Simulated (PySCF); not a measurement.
# RhH4: a ladder of methods

Aim: at the PBE0 minimum of doublet RhH4, found before, compare methods on energies and levels.

The runs use PySCF 2.14.0; several methods, basis Rh def2-TZVP with ECP28, H def2-TZVP, scalar-relativistic core potentials, no spin–orbit coupling, density fitting.

## Step 1: The starting structure

5 atoms, charge 0, spin multiplicity 2.

Bond lengths: Rh1–H2 1.708 Å, Rh1–H3 1.708 Å, Rh1–H4 1.708 Å, Rh1–H5 1.708 Å. Angles: H2–Rh1–H3 28.9°, H2–Rh1–H4 159.7°, H2–Rh1–H5 159.7°, H3–Rh1–H4 159.7°, H3–Rh1–H5 159.7°, H4–Rh1–H5 28.9°.

```xyz
5
charge 0 multiplicity 2
Rh    0.0000    0.0000    0.0000
H     1.3817    0.9585    0.3012
H     0.9537    1.3850   -0.3012
H    -1.3810   -0.9592    0.3021
H    -0.9543   -1.3844   -0.3021
```

## Step 2: Fields at the lowest minimum

The plane holds Rh1 at (0.00, 0.00), H2 at (1.71, 0.00), H3 at (1.50, 0.83) Å. Columns run from x = -1.95 to 4.05 Å, rows from y = 3.15 (top) to -1.95 Å, in steps of 0.3 Å. Electrons inside core potentials are absent.

Density (cut at 5 e/Å³):

Ten steps from '0' (0.000 e/Å³) to '9' (5.000 e/Å³), finer at the low end (step k begins (100^(k/10) - 1)/99 of the way up):
```
000000000000000000000
000000000000000000000
000000000000000000000
000000000000000000000
000000000000000000000
000001111112110000000
000112222233321000000
001234444456642100000
112346787557753100000
223469999766753100000
344589889866764200000
566589889856763100000
576569999754442100000
565456876533221000000
343334444321110000000
122222222111000000000
001111111100000000000
000000000000000000000
```

ELF (0 where the density is under 0.005 e/Å³):

Ten even steps from '0' (0.00) to '9' (1.00):
```
000000000000000000000
000000000000000000000
000000000000000000000
000000011112210000000
000000111246774000000
000111112368998400000
000111112479999720000
000111222389999840000
211123454279999950000
751137777239999971000
995158007429999972000
998147008528999982000
999327776426999970000
999313543224789840000
998211211123566400000
885111111112222000000
432101111111110000000
000000100000000000000
```

Lowest empty orbital at -2.31 eV (sign arbitrary; one member if degenerate):

Ten even steps from '0' (-0.02 Å^-3/2) to '9' (1.16 Å^-3/2):
```
000000000000000000000
000000000000000000000
000000000000000000000
000000000000000000000
000000000000000000000
000011110000000000000
000111211000000000000
000123332100000000000
000124652100000000000
000126972000000000000
000013310000000000000
000000133100000000000
000002796210000000000
000012564210000000000
000012333210000000000
000001121110000000000
000001111100000000000
000000000000000000000
```

Making the fields took 0.6 s on 2 threads of Arm Neoverse V2, shared host.

## Step 3: PBE0

One driver script runs all steps and calls PySCF; scf.py shows the equivalent input of each level. Each SCF starts from the density of the minimum. The driver also runs the species with one electron less or more at the same geometry; their logs are not shown.

File scf.py:

```python
from pyscf import gto, scf, dft
mol = gto.M(atom='''
Rh    -0.000000     0.000000     0.000000
H      1.381684     0.958548     0.301182
H      0.953682     1.385047    -0.301182
H     -1.381023    -0.959207     0.302109
H     -0.954343    -1.384389    -0.302109''',
    basis={'Rh': 'def2-TZVP', 'H': 'def2-TZVP'},
    ecp={'Rh': 'def2-TZVP'},
    charge=0, spin=1)
mf = dft.UKS(mol, xc='PBE0')
mf.grids.atom_grid = (75, 302)
aux = {'Rh': 'def2-universal-JKFIT', 'H': 'def2-universal-JKFIT'}
mf = mf.density_fit(auxbasis=aux)
mf.conv_tol = 1e-08
mf.diis_space = 10
mf.max_cycle = 60
mf.verbose = 4
mf.kernel()
```

Run with:

```console
> OMP_NUM_THREADS=2 python axn.py task.json out
```

The log of the run:

```text
init E= -112.883265577943
[... the frontier-level lines of each cycle are left out ...]
cycle= 1 E= -112.883265577925  delta_E= 1.72e-11  |g|= 8.6e-06  |ddm|= 9.41e-06
Extra cycle  E= -112.88326557782  delta_E= 1.06e-10  |g|= 1.94e-05  |ddm|= 2.01e-05
converged SCF energy = -112.88326557782  <S^2> = 0.75389626  2S+1 = 2.0038925
```

This level, with the species of one electron less or more, took 1.6 s.

* energy: -112.883266 Eh
* one electron less (charge +1): -112.599245 Eh (triplet, ⟨S²⟩ 2.00)
* one electron more (charge -1): -112.898850 Eh (singlet, ⟨S²⟩ 0.00)
* Mulliken charge of Rh1: -0.17 e

## Step 4: HF

Edit scf.py of step 3 so:

```diff
@@ -11,2 +11 @@
-mf = dft.UKS(mol, xc='PBE0')
-mf.grids.atom_grid = (75, 302)
+mf = scf.UHF(mol)
```

The log of the run:

```text
init E= -111.962470815126
[... the frontier-level lines of each cycle are left out ...]
cycle= 1 E= -111.971217092062  delta_E= -0.00875  |g|= 0.0568  |ddm|= 0.16
cycle= 2 E= -111.971965257348  delta_E= -0.000748  |g|= 0.0426  |ddm|= 0.0864
cycle= 3 E= -111.972662804809  delta_E= -0.000698  |g|= 0.0128  |ddm|= 0.0338
cycle= 4 E= -111.972800883142  delta_E= -0.000138  |g|= 0.00317  |ddm|= 0.0259
cycle= 5 E= -111.972847949148  delta_E= -4.71e-05  |g|= 0.00192  |ddm|= 0.0174
cycle= 6 E= -111.972872200239  delta_E= -2.43e-05  |g|= 0.000839  |ddm|= 0.0173
cycle= 7 E= -111.972876870656  delta_E= -4.67e-06  |g|= 0.000279  |ddm|= 0.00873
cycle= 8 E= -111.97287726518  delta_E= -3.95e-07  |g|= 8.1e-05  |ddm|= 0.00236
cycle= 9 E= -111.97287728788  delta_E= -2.27e-08  |g|= 1.99e-05  |ddm|= 0.000518
cycle= 10 E= -111.972877288623  delta_E= -7.43e-10  |g|= 4.83e-06  |ddm|= 9.53e-05
Extra cycle  E= -111.972877288672  delta_E= -4.96e-11  |g|= 2.8e-06  |ddm|= 1.12e-05
converged SCF energy = -111.972877288672  <S^2> = 0.76767002  2S+1 = 2.0175926
```

This level, with the species of one electron less or more, took under 0.5 s.

* energy: -111.972877 Eh
* one electron less (charge +1): -111.767750 Eh (triplet, ⟨S²⟩ 2.01)
* one electron more (charge -1): -111.910030 Eh (singlet, ⟨S²⟩ 0.00)
* Mulliken charge of Rh1: -0.09 e

## Step 5: PBE

Edit scf.py of step 4 so:

```diff
@@ -11 +11,2 @@
-mf = scf.UHF(mol)
+mf = dft.UKS(mol, xc='PBE')
+mf.grids.atom_grid = (75, 302)
```

The log of the run:

```text
init E= -112.917230620841
[... the frontier-level lines of each cycle are left out ...]
cycle= 1 E= -112.915476836175  delta_E= 0.00175  |g|= 0.0917  |ddm|= 0.159
cycle= 2 E= -112.843961929983  delta_E= 0.0715  |g|= 0.427  |ddm|= 0.899
cycle= 3 E= -112.918453329798  delta_E= -0.0745  |g|= 0.0341  |ddm|= 0.875
cycle= 4 E= -112.918903522227  delta_E= -0.00045  |g|= 0.00824  |ddm|= 0.0361
cycle= 5 E= -112.918925290937  delta_E= -2.18e-05  |g|= 0.00245  |ddm|= 0.00491
cycle= 6 E= -112.918928200406  delta_E= -2.91e-06  |g|= 0.000235  |ddm|= 0.0033
cycle= 7 E= -112.918928247517  delta_E= -4.71e-08  |g|= 4.88e-05  |ddm|= 0.000464
cycle= 8 E= -112.918928248345  delta_E= -8.28e-10  |g|= 2.53e-05  |ddm|= 0.000164
Extra cycle  E= -112.918928247683  delta_E= 6.62e-10  |g|= 4.7e-05  |ddm|= 0.000169
converged SCF energy = -112.918928247683  <S^2> = 0.75293913  2S+1 = 2.002937
```

This level, with the species of one electron less or more, took 3.4 s.

```
energy                        : -112.918928 Eh
one electron less (charge +1) : -112.621188 Eh (triplet, ⟨S²⟩ 2.00)
one electron more (charge -1) : -112.950082 Eh (singlet, ⟨S²⟩ 0.00)
Mulliken charge of Rh1        : -0.18 e
```

## Step 6: B3LYP

Edit scf.py of step 5 so:

```diff
@@ -11 +11 @@
-mf = dft.UKS(mol, xc='PBE')
+mf = dft.UKS(mol, xc='B3LYP')
```

The log of the run:

```text
init E= -112.952772628707
[... the frontier-level lines of each cycle are left out ...]
cycle= 1 E= -112.953243496522  delta_E= -0.000471  |g|= 0.0196  |ddm|= 0.0797
cycle= 2 E= -112.95243846674  delta_E= 0.000805  |g|= 0.0515  |ddm|= 0.0586
cycle= 3 E= -112.953424899467  delta_E= -0.000986  |g|= 0.00302  |ddm|= 0.0358
cycle= 4 E= -112.953429710787  delta_E= -4.81e-06  |g|= 0.000195  |ddm|= 0.00366
cycle= 5 E= -112.953429742283  delta_E= -3.15e-08  |g|= 3.64e-05  |ddm|= 0.000465
cycle= 6 E= -112.953429744658  delta_E= -2.37e-09  |g|= 1.18e-05  |ddm|= 0.000158
Extra cycle  E= -112.953429744643  delta_E= 1.46e-11  |g|= 2.25e-05  |ddm|= 3.81e-05
converged SCF energy = -112.953429744643  <S^2> = 0.75351242  2S+1 = 2.0035093
```

This level, with the species of one electron less or more, took 3.1 s on 2 threads of Arm Neoverse V2, shared host.

```
energy                        : -112.953430 Eh
one electron less (charge +1) : -112.660378 Eh (triplet, ⟨S²⟩ 2.00)
one electron more (charge -1) : -112.974426 Eh (singlet, ⟨S²⟩ 0.00)
Mulliken charge of Rh1        : -0.13 e
```

## Step 7: r2SCAN

Edit scf.py of step 6 so:

```diff
@@ -11,2 +11,2 @@
-mf = dft.UKS(mol, xc='B3LYP')
-mf.grids.atom_grid = (75, 302)
+mf = dft.UKS(mol, xc='R2SCAN')
+mf.grids.atom_grid = (90, 434)
```

The log of the run:

```text
init E= -112.938109371537
[... the frontier-level lines of each cycle are left out ...]
cycle= 1 E= -112.93903766983  delta_E= -0.000928  |g|= 0.0243  |ddm|= 0.109
cycle= 2 E= -112.937242873629  delta_E= 0.00179  |g|= 0.0734  |ddm|= 0.0799
cycle= 3 E= -112.93929614244  delta_E= -0.00205  |g|= 0.00306  |ddm|= 0.0528
cycle= 4 E= -112.939301163635  delta_E= -5.02e-06  |g|= 0.000426  |ddm|= 0.00365
cycle= 5 E= -112.939301362627  delta_E= -1.99e-07  |g|= 7.82e-05  |ddm|= 0.00111
cycle= 6 E= -112.939301371206  delta_E= -8.58e-09  |g|= 2e-05  |ddm|= 0.000267
Extra cycle  E= -112.93930137116  delta_E= 4.65e-11  |g|= 4.01e-05  |ddm|= 7.58e-05
converged SCF energy = -112.93930137116  <S^2> = 0.75647017  2S+1 = 2.0064597
```

This level, with the species of one electron less or more, took 8 s.

* energy: -112.939301 Eh
* one electron less (charge +1): -112.653373 Eh (triplet, ⟨S²⟩ 2.00)
* one electron more (charge -1): -112.959962 Eh (singlet, ⟨S²⟩ 0.00)
* Mulliken charge of Rh1: -0.17 e

## Step 8: TPSSh

Edit scf.py of step 7 so:

```diff
@@ -11 +11 @@
-mf = dft.UKS(mol, xc='R2SCAN')
+mf = dft.UKS(mol, xc='TPSSH')
```

The log of the run:

```text
init E= -112.868968903216
[... the frontier-level lines of each cycle are left out ...]
cycle= 1 E= -112.868477476283  delta_E= 0.000491  |g|= 0.0558  |ddm|= 0.0821
cycle= 2 E= -112.861451188218  delta_E= 0.00703  |g|= 0.149  |ddm|= 0.158
cycle= 3 E= -112.869698317881  delta_E= -0.00825  |g|= 0.00294  |ddm|= 0.109
cycle= 4 E= -112.86970311719  delta_E= -4.8e-06  |g|= 0.000403  |ddm|= 0.0038
cycle= 5 E= -112.869703179991  delta_E= -6.28e-08  |g|= 3.48e-05  |ddm|= 0.000382
cycle= 6 E= -112.869703180667  delta_E= -6.75e-10  |g|= 1.04e-05  |ddm|= 5.81e-05
Extra cycle  E= -112.869703180487  delta_E= 1.79e-10  |g|= 2.63e-05  |ddm|= 3.32e-05
converged SCF energy = -112.869703180487  <S^2> = 0.75393488  2S+1 = 2.003931
```

This level, with the species of one electron less or more, took 8.6 s.

| Property | Result |
| --- | --- |
| energy | -112.869703 Eh |
| one electron less (charge +1) | -112.587198 Eh (triplet, ⟨S²⟩ 2.00) |
| one electron more (charge -1) | -112.887447 Eh (singlet, ⟨S²⟩ 0.00) |
| Mulliken charge of Rh1 | -0.18 e |

## Step 9: revPBE

Edit scf.py of step 8 so:

```diff
@@ -11,2 +11,2 @@
-mf = dft.UKS(mol, xc='TPSSH')
-mf.grids.atom_grid = (90, 434)
+mf = dft.UKS(mol, xc='PBE_R,PBE')
+mf.grids.atom_grid = (75, 302)
```

The log of the run:

```text
init E= -112.968315286509
[... the frontier-level lines of each cycle are left out ...]
cycle= 1 E= -112.967739014922  delta_E= 0.000576  |g|= 0.0728  |ddm|= 0.152
cycle= 2 E= -112.949721128565  delta_E= 0.018  |g|= 0.23  |ddm|= 0.252
cycle= 3 E= -112.969972417541  delta_E= -0.0203  |g|= 0.0102  |ddm|= 0.171
cycle= 4 E= -112.970024292883  delta_E= -5.19e-05  |g|= 0.000303  |ddm|= 0.0125
cycle= 5 E= -112.970024371967  delta_E= -7.91e-08  |g|= 0.000106  |ddm|= 0.00067
cycle= 6 E= -112.970024379588  delta_E= -7.62e-09  |g|= 2.35e-05  |ddm|= 0.000208
Extra cycle  E= -112.970024378804  delta_E= 7.84e-10  |g|= 5.56e-05  |ddm|= 9.67e-05
converged SCF energy = -112.970024378804  <S^2> = 0.75314087  2S+1 = 2.0031384
```

This level, with the species of one electron less or more, took 3.2 s.

| Item | Value |
| --- | --- |
| energy | -112.970024 Eh |
| one electron less (charge +1) | -112.677113 Eh (triplet, ⟨S²⟩ 2.00) |
| one electron more (charge -1) | -112.998165 Eh (singlet, ⟨S²⟩ 0.00) |
| Mulliken charge of Rh1 | -0.17 e |

## Step 10: LC-wPBE

Edit scf.py of step 9 so:

```diff
@@ -11 +11 @@
-mf = dft.UKS(mol, xc='PBE_R,PBE')
+mf = dft.UKS(mol, xc='LC_WPBE')
```

The log of the run:

```text
init E= -112.919833510476
[... the frontier-level lines of each cycle are left out ...]
cycle= 1 E= -112.920922413858  delta_E= -0.00109  |g|= 0.0205  |ddm|= 0.067
cycle= 2 E= -112.920881763719  delta_E= 4.07e-05  |g|= 0.0262  |ddm|= 0.0256
cycle= 3 E= -112.921104375554  delta_E= -0.000223  |g|= 0.00252  |ddm|= 0.0179
cycle= 4 E= -112.921111496918  delta_E= -7.12e-06  |g|= 0.000419  |ddm|= 0.00618
cycle= 5 E= -112.921112185348  delta_E= -6.88e-07  |g|= 0.000138  |ddm|= 0.00224
cycle= 6 E= -112.921112271005  delta_E= -8.57e-08  |g|= 3.32e-05  |ddm|= 0.000822
cycle= 7 E= -112.921112276123  delta_E= -5.12e-09  |g|= 1.28e-05  |ddm|= 0.000219
Extra cycle  E= -112.921112276633  delta_E= -5.1e-10  |g|= 8.42e-06  |ddm|= 4.41e-05
converged SCF energy = -112.921112276633  <S^2> = 0.75279271  2S+1 = 2.0027908
```

This level, with the species of one electron less or more, took 4.2 s on 2 threads of Arm Neoverse V2, shared host.

| Quantity | Value |
| --- | --- |
| energy | -112.921112 Eh |
| one electron less (charge +1) | -112.642851 Eh (triplet, ⟨S²⟩ 2.00) |
| one electron more (charge -1) | -112.926526 Eh (singlet, ⟨S²⟩ 0.00) |
| Mulliken charge of Rh1 | -0.18 e |

## Step 11: All levels side by side

| level | atomisation energy (kJ/mol) | vertical ionisation energy (eV) | vertical electron affinity (eV) | −ε(HOMO) (eV) | gap (eV) | wall time |
| --- | --- | --- | --- | --- | --- | --- |
| PBE0 | 1050 | 7.73 | 0.42 | 5.55 | 3.25 | 1.6 s |
| HF | 605 | 5.58 | -1.71 | 7.25 | 8.67 | under 0.5 s |
| PBE | 1099 | 8.10 | 0.85 | 4.66 | 0.20 | 3.4 s |
| B3LYP | 1084 | 7.97 | 0.57 | 5.49 | 2.65 | 3.1 s |
| r2SCAN | 1090 | 7.78 | 0.56 | 4.58 | 0.80 | 8 s |
| TPSSh | 1105 | 7.69 | 0.48 | 4.88 | 1.66 | 8.6 s |
| revPBE | 1061 | 7.97 | 0.77 | 4.56 | 0.22 | 3.2 s |
| LC-wPBE | 1046 | 7.57 | 0.15 | 8.02 | 8.79 | 4.2 s |

Times are for 2 threads of Arm Neoverse V2, shared host; PBE0 starts from its own converged density, so its time is not comparable. A dash stands where a species or a free atom was not run at that level, or the quantity is not defined.

Atomisation goes to high-spin atoms in their ground configurations, run at the same level, without zero-point energy.

## Step 12: Results

```
                         quantity                            value
        atomisation energy, range  605 (HF) to 1105 (TPSSh) kJ/mol
vertical ionisation energy, range       5.58 (HF) to 8.10 (PBE) eV
vertical electron affinity, range      -1.71 (HF) to 0.85 (PBE) eV
               orbital gap, range  0.20 (PBE) to 8.79 (LC-wPBE) eV
```

The atomisation energy spreads over 500 kJ/mol, from HF to TPSSh; without a CCSD(T) value for it there is no yardstick here. Without diffuse functions electron affinities tend to come out too low. Open d and f shells are described by one determinant, and the ground state may have another occupation or spin.
